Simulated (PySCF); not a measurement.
# C6H15BO2: NMR shifts in solvents

Aim: compute the NMR shifts of C6H15BO2 (`COBOCC(C)(C)C`), and see what a dielectric continuum does where one was used.

Programs: PySCF 2.14.0, with density-fitted response routines of our own. Each step states its level of theory. These are calculated values for one molecule, in the gas phase or a continuum, unless marked as measured. Atoms are numbered from 0 throughout.

**1. The starting structure**

24 atoms, charge 0, multiplicity 1; geometry from: GFN2-xTB. The atoms were then displaced at random by about 0.01 Å, so the start is not that level's minimum.

Bonds of the start (Å): C0–O1 1.40, O1–B2 1.36, B2–O3 1.32, O3–C4 1.44, C4–C5 1.55, C5–C6 1.54, C5–C7 1.51, C5–C8 1.53, C0–H9 1.11, C0–H10 1.06, C0–H11 1.11, B2–H12 1.17, C4–H13 1.09, C4–H14 1.09, C6–H15 1.11, C6–H16 1.08, C6–H17 1.07, C7–H18 1.08, C7–H19 1.12, C7–H20 1.10, C8–H21 1.08, C8–H22 1.13, C8–H23 1.07.

**2. Optimising the geometry at PBE0-D3(BJ)/def2-SVP**

The job: settings as JSON, then the geometry in Å.

```
{"job": {"xc": "PBE0", "basis": "def2-SVP", "d3": "d3bj", "grid": 1, "shake": 0.01, "kind": "geom"}, "charge": 0, "multiplicity": 1}
C      3.668760     0.420000    -0.012080
O      3.140040    -0.873620     0.086520
B      1.861340    -1.199210    -0.234750
O      1.050750    -0.262480    -0.691400
C     -0.329190    -0.540530    -1.007940
C     -1.296290     0.102150     0.024960
C     -1.024940    -0.506580     1.409880
C     -2.713760    -0.197610    -0.409000
C     -1.068920     1.615000     0.088980
H      3.032010     1.051260    -0.672440
H      4.659190     0.383530    -0.392600
H      3.673150     0.905220     0.982690
H      1.569050    -2.322590    -0.098300
H     -0.513160    -1.614570    -1.033080
H     -0.525240    -0.120710    -1.990140
H     -1.682620    -0.026880     2.157610
H     -1.226010    -1.563780     1.399060
H     -0.009070    -0.341980     1.710830
H     -2.936070     0.205420    -1.385570
H     -3.453560     0.240310     0.309940
H     -2.919930    -1.275450    -0.451570
H     -0.025470     1.803580     0.316720
H     -1.275110     2.066420    -0.920910
H     -1.719260     2.072690     0.806820
```

Run with:

```sh
OMP_NUM_THREADS=1 python probes_run.py task.json out
```

One launch serves the whole session: the jobs run in the order shown.

What it wrote:

```text
step   0  E = -412.27952699  max force = 0.043827
step   1  E = -412.28658595  max force = 0.010349
step   2  E = -412.28727319  max force = 0.002742
step   3  E = -412.28740578  max force = 0.001137
step   4  E = -412.28739998  max force = 0.003917
step   5  E = -412.28747771  max force = 0.002032
step   6  E = -412.28752808  max force = 0.000636
step   7  E = -412.28757771  max force = 0.000805
step   8  E = -412.28761580  max force = 0.000680
step   9  E = -412.28762608  max force = 0.000215
optimisation converged
```

Run time: 3.1 min. Hardware: 1 thread of AMD EPYC 7B13, shared host; peak memory 0.82 GiB.

The steps of the relaxation:

```csv
step,energy from step 0 (eV),largest force component (eV/Å)
0,0.0000,2.2537
1,-0.1921,0.5322
2,-0.2108,0.1410
3,-0.2144,0.0585
4,-0.2142,0.2014
5,-0.2164,0.1045
6,-0.2177,0.0327
7,-0.2191,0.0414
8,-0.2201,0.0350
9,-0.2204,0.0111
```

Distances of close pairs at the start and the end, largest changes first:

```csv
bond,before (Å),after (Å),change (Å)
B2–H12,1.169,1.211,+0.042
C0–H10,1.062,1.100,+0.039
O3–C4,1.443,1.406,-0.037
B2–O3,1.320,1.356,+0.036
C8–H23,1.071,1.101,+0.030
C6–H17,1.072,1.100,+0.028
C6–H16,1.076,1.102,+0.026
C8–H22,1.125,1.102,-0.023
```

The final coordinates are the input of the step that follows.

```csv
at the end point,value
point group (found at 0.08 Å tolerance),C1
"rotational constants (GHz, main isotopes)","3.277, 0.780, 0.751"
dipole moment (D),1.61
```

**3. Nuclear shieldings: PBE0/pcSseg-1 in acetone**

The job: settings as JSON, then the geometry in Å.

```
{"job": {"kind": "nmr", "xc": "PBE0", "basis": "pcSseg-1", "solvent": "acetone", "pop": true}, "charge": 0, "multiplicity": 1}
C      3.625887     0.030624    -0.467477
O      3.026367    -1.235636    -0.349872
B      1.696678    -1.414645    -0.500724
O      0.892966    -0.358736    -0.780367
C     -0.500017    -0.487915    -0.920289
C     -1.260458     0.236784     0.194972
C     -0.885841    -0.362620     1.550603
C     -2.754049     0.042383    -0.064167
C     -0.910944     1.725087     0.168943
H      3.045938     0.702385    -1.118726
H      4.635728    -0.097548    -0.884785
H      3.721092     0.503694     0.524036
H      1.257924    -2.537332    -0.384989
H     -0.785644    -1.555657    -0.931250
H     -0.784251    -0.054675    -1.895002
H     -1.445851     0.128933     2.361347
H     -1.113864    -1.440128     1.588106
H      0.186598    -0.235306     1.761761
H     -3.049552     0.458148    -1.041044
H     -3.352014     0.549420     0.708776
H     -3.028605    -1.024742    -0.053016
H      0.171989     1.873359     0.292111
H     -1.210114     2.186445    -0.785915
H     -1.427027     2.262858     0.979777
```

Method: GIAO PBE0/pcSseg-1 NMR shielding, non-relativistic, IEF-PCM acetone.

What it wrote:

```text
coarse grid: 19080 points
cycle   1  E = -412.3274752497  dE =  8.537e-01  |g| = 7.939e-01  |ddm| = 3.993e+00
cycle   2  E = -412.2280792557  dE =  9.940e-02  |g| = 1.096e+00  |ddm| = 1.341e+00
cycle   3  E = -412.4493633890  dE = -2.213e-01  |g| = 8.613e-02  |ddm| = 8.278e-01
cycle   4  E = -412.4505838493  dE = -1.220e-03  |g| = 3.530e-02  |ddm| = 7.632e-02
cycle   5  E = -412.4508695283  dE = -2.857e-04  |g| = 6.899e-03  |ddm| = 3.191e-02
cycle   6  E = -412.4508782091  dE = -8.681e-06  |g| = 3.047e-03  |ddm| = 7.196e-03
final grid: 181456 points
cycle   7  E = -412.5264307880  dE = -6.893e-05  |g| = 1.386e-02  |ddm| = 4.443e-02
cycle   8  E = -412.5263977056  dE =  3.308e-05  |g| = 1.930e-02  |ddm| = 2.479e-02
cycle   9  E = -412.5264709538  dE = -7.325e-05  |g| = 1.538e-03  |ddm| = 1.415e-02
cycle  10  E = -412.5264714218  dE = -4.681e-07  |g| = 3.332e-04  |ddm| = 1.355e-03
cycle  11  E = -412.5264714399  dE = -1.802e-08  |g| = 1.536e-04  |ddm| = 3.587e-04
cycle  12  E = -412.5264714441  dE = -4.265e-09  |g| = 3.849e-05  |ddm| = 1.129e-04
cycle  13  E = -412.5264714444  dE = -2.686e-10  |g| = 1.014e-05  |ddm| = 3.028e-05
converged SCF energy = -412.5264714444

GIAO shielding tensors (ppm)
atom      isotropic    diamagn.    paramagn.     s11        s22        s33       span
  0 C      133.101     246.241    -113.140    103.748    114.058    181.496     77.749
  1 O      230.394     392.364    -161.970     93.592    252.473    345.116    251.524
  2 B       75.382     200.360    -124.978     59.961     81.835     84.348     24.387
  3 O      189.274     400.462    -211.188     15.783    228.717    323.323    307.539
  4 C      105.234     244.746    -139.512     76.678     98.576    140.447     63.769
  5 C      152.116     245.586     -93.471    147.954    149.414    158.979     11.024
  6 C      158.752     250.004     -91.252    139.428    151.637    185.192     45.763
  7 C      157.336     246.891     -89.556    139.561    144.142    188.304     48.743
  8 C      157.840     248.959     -91.119    137.762    149.849    185.909     48.147
  9 H       26.996      31.146      -4.151     22.564     27.296     31.127      8.563
 10 H       27.639      26.346       1.294     23.357     25.714     33.848     10.491
 11 H       27.602      29.923      -2.321     24.102     25.419     33.285      9.183
 12 H       27.225      31.616      -4.391     24.222     27.269     30.183      5.961
 13 H       27.593      33.018      -5.425     23.015     29.207     30.558      7.543
 14 H       27.621      32.009      -4.388     22.784     28.794     31.286      8.502
 15 H       30.457      31.884      -1.427     26.717     28.140     36.513      9.796
 16 H       30.666      32.373      -1.708     27.198     27.668     37.130      9.932
 17 H       30.205      33.235      -3.031     25.734     29.744     35.137      9.403
 18 H       30.462      29.945       0.517     26.468     27.919     36.999     10.531
 19 H       30.279      29.767       0.512     26.609     27.696     36.530      9.921
 20 H       30.495      30.107       0.388     26.395     28.033     37.056     10.661
 21 H       29.816      32.419      -2.603     25.009     29.357     35.083     10.074
 22 H       30.488      31.598      -1.110     26.963     27.428     37.073     10.109
 23 H       30.439      31.569      -1.130     26.666     28.138     36.512      9.846
```

It took 45 s on 1 thread of AMD EPYC 7B13, shared host; peak memory 1.2 GiB.

The references, computed at this level on geometries of the same kind, shield at (ppm): ¹H TMS 31.24, ¹³C TMS 185.4, ¹⁷O H2O 342.8, ¹¹B BF3·OEt2 101.3. Their shielding less the atom's gives the shift. The references are single molecules in the same continuum, so shifts against H2O, NH3, PH3, H3PO4 or CFCl3 are not on the usual liquid scales and can be off by tens of ppm. Atoms listed in one row are averaged.

```csv
atoms,environment,σ (ppm),δ (ppm)
C4,sp3 CH2 bonded to O,105.2,80.2
C0,methyl carbon bonded to O,133.1,52.3
C5,quaternary sp3 carbon,152.1,33.3
"C6, C7, C8",methyl carbon,158.0,27.5
H12,hydrogen on a boron bonded to 2 O,27.22,4.02
"H9, H10, H11",hydrogen on a methyl carbon bonded to O,27.41,3.83
"H13, H14",hydrogen on an sp3 CH2 bonded to O,27.61,3.63
"H15, H16, H17, H18, H19 and 4 more",hydrogen on a methyl carbon,30.37,0.87
O3,"oxygen bonded to C, B",189.3,153.5
O1,"oxygen bonded to C, B",230.4,112.4
B2,"boron bonded to 2 O, H",75.4,26.0
```

Charges from the same density, by scheme (e):

```csv
atoms,Mulliken,IAO,Hirshfeld,ESP fit
C0,-0.05,-0.20,-0.03,0.12
O1,-0.52,-0.40,-0.19,-0.53
B2,0.44,0.36,0.20,0.58
O3,-0.53,-0.41,-0.16,-0.20
C4,0.20,-0.04,0.01,-0.44
C5,-0.62,0.05,0.02,0.77
"C6, C7, C8",-0.19,-0.41,-0.12,-0.58
```

Mayer bond orders: C0–O1 0.87, O1–B2 1.22, B2–O3 1.14, O3–C4 0.86, C4–C5 0.97, C5–C6 1.00, C5–C7 1.02, C5–C8 1.01.

**4. NMR shieldings: PBE0/pcSseg-1 in dichloromethane**

The job, as its differences from that of step 3:

```diff
@@ -1,2 +1,2 @@
-{"job": {"kind": "nmr", "xc": "PBE0", "basis": "pcSseg-1", "solvent": "acetone", "pop": true}, "charge": 0, "multiplicity": 1}
+{"job": {"kind": "nmr", "xc": "PBE0", "basis": "pcSseg-1", "solvent": "dichloromethane", "pop": false}, "charge": 0, "multiplicity": 1}
 C      3.625887     0.030624    -0.467477
```

With the program's defaults for keys left out, this is: GIAO PBE0/pcSseg-1 NMR shielding, non-relativistic, IEF-PCM dichloromethane.

What it wrote:

```text
coarse grid: 19080 points
cycle   1  E = -412.3265002307  dE =  8.547e-01  |g| = 7.949e-01  |ddm| = 3.993e+00
cycle   2  E = -412.2257393034  dE =  1.008e-01  |g| = 1.100e+00  |ddm| = 1.352e+00
cycle   3  E = -412.4488275809  dE = -2.231e-01  |g| = 8.646e-02  |ddm| = 8.362e-01
cycle   4  E = -412.4500567960  dE = -1.229e-03  |g| = 3.549e-02  |ddm| = 7.678e-02
cycle   5  E = -412.4503456488  dE = -2.889e-04  |g| = 6.947e-03  |ddm| = 3.222e-02
cycle   6  E = -412.4503545081  dE = -8.859e-06  |g| = 3.034e-03  |ddm| = 7.290e-03
final grid: 181456 points
cycle   7  E = -412.5259110203  dE = -6.882e-05  |g| = 1.388e-02  |ddm| = 4.445e-02
cycle   8  E = -412.5258776226  dE =  3.340e-05  |g| = 1.934e-02  |ddm| = 2.491e-02
cycle   9  E = -412.5259513595  dE = -7.374e-05  |g| = 1.536e-03  |ddm| = 1.426e-02
cycle  10  E = -412.5259518262  dE = -4.667e-07  |g| = 3.363e-04  |ddm| = 1.364e-03
cycle  11  E = -412.5259518446  dE = -1.841e-08  |g| = 1.536e-04  |ddm| = 3.617e-04
cycle  12  E = -412.5259518489  dE = -4.271e-09  |g| = 3.884e-05  |ddm| = 1.134e-04
cycle  13  E = -412.5259518491  dE = -2.715e-10  |g| = 1.026e-05  |ddm| = 3.052e-05
converged SCF energy = -412.5259518491

GIAO shielding tensors (ppm)
atom      isotropic    diamagn.    paramagn.     s11        s22        s33       span
  0 C      133.117     246.230    -113.113    103.840    114.107    181.403     77.562
  1 O      230.106     392.257    -162.151     93.103    252.256    344.961    251.858
  2 B       75.374     200.377    -125.003     59.987     81.802     84.334     24.347
  3 O      189.232     400.419    -211.187     15.914    228.759    323.024    307.110
  4 C      105.192     244.709    -139.518     76.679     98.507    140.390     63.711
  5 C      152.117     245.626     -93.509    147.974    149.389    158.988     11.014
  6 C      158.662     249.942     -91.280    139.348    151.552    185.087     45.740
  7 C      157.224     246.872     -89.649    139.438    144.030    188.203     48.764
  8 C      157.751     248.889     -91.138    137.666    149.785    185.801     48.135
  9 H       26.999      31.160      -4.161     22.568     27.306     31.122      8.554
 10 H       27.654      26.357       1.297     23.375     25.733     33.854     10.479
 11 H       27.620      29.951      -2.332     24.118     25.445     33.297      9.179
 12 H       27.222      31.597      -4.375     24.219     27.263     30.183      5.964
 13 H       27.610      33.030      -5.420     23.039     29.221     30.570      7.532
 14 H       27.636      32.020      -4.384     22.802     28.812     31.293      8.491
 15 H       30.464      31.883      -1.419     26.728     28.147     36.518      9.789
 16 H       30.671      32.368      -1.697     27.203     27.678     37.132      9.929
 17 H       30.196      33.216      -3.020     25.725     29.734     35.127      9.402
 18 H       30.472      29.955       0.516     26.486     27.928     37.001     10.514
 19 H       30.281      29.771       0.510     26.617     27.697     36.528      9.911
 20 H       30.503      30.114       0.389     26.412     28.040     37.057     10.645
 21 H       29.796      32.388      -2.592     24.987     29.335     35.065     10.078
 22 H       30.498      31.597      -1.099     26.978     27.437     37.079     10.100
 23 H       30.448      31.569      -1.121     26.679     28.149     36.518      9.839
```

Run time: 41 s. Hardware: 1 thread of AMD EPYC 7B13, shared host; peak memory 1.3 GiB.

Key values: δ C4 80.1, C0 52.2, C5 33.2, C6 27.4, H12 4.02, H9 3.82 ppm (means over like atoms).

**5. Side by side: NMR shifts**

Shifts (ppm) of some atoms, chosen among heavy atoms and hydrogens apart, means over like atoms, with basis size and wall time:

```csv
run,C4,C0,C5,H9,H13,O3,O1,functions,time
PBE0/pcSseg-1 in acetone,80.2,52.3,33.3,3.83,3.63,153.5,112.4,228,45 s
PBE0/pcSseg-1 in dichloromethane,80.1,52.2,33.2,3.82,3.62,152.8,111.9,228,41 s
```

The continuum's effect on the ground state:

```csv
solvent,ε,polarisation energy (Eh),μ (D)
dichloromethane,8.93,-0.0048,2.00
acetone,20.49,-0.0054,2.03
```

**6. Outcome**

| quantity | value |
| --- | --- |
| point group | C1 |
| rotational constants (main isotopes) | 3.28, 0.78, 0.75 GHz |
| ¹³C shifts against TMS (PBE0/pcSseg-1, acetone, means over atoms taken as alike) | 80.2, 52.3, 33.3, 27.5 ppm |
| ¹H shifts against TMS (PBE0/pcSseg-1, acetone, means over atoms taken as alike) | 4.02, 3.83, 3.63, 0.87 ppm |
| ¹⁷O shifts against H2O (PBE0/pcSseg-1, acetone) | 153.5, 112.4 ppm |
| ¹¹B shifts against BF3·OEt2 (PBE0/pcSseg-1, acetone) | 26.0 ppm |
| range of the shift of O3 | 152.8 to 153.5 ppm |

**Reading.** Over 9 steps the energy fell by 0.220 eV; of the close pairs, B2–H12 changed most, 1.169 to 1.211 Å. No frequency check was run at this level, so the end point may be a saddle. The most deshielded carbon is C4 (sp3 CH2 bonded to O), at 80.2 ppm: pulled downfield by the heteroatom. At PBE0/pcSseg-1: The largest span, 308 ppm, is at O3, where the paramagnetic term is -211 ppm. In ppm, O3 moves most: its shift spreads over 0.7 ppm, from 152.8 (PBE0/pcSseg-1 in dichloromethane) to 153.5 (PBE0/pcSseg-1 in acetone). Most of that comes from the computed reference, not from the atom's own shielding. The continuum holds electrostatics alone: no hydrogen bonds to the solvent, and the gas-phase geometry is kept.
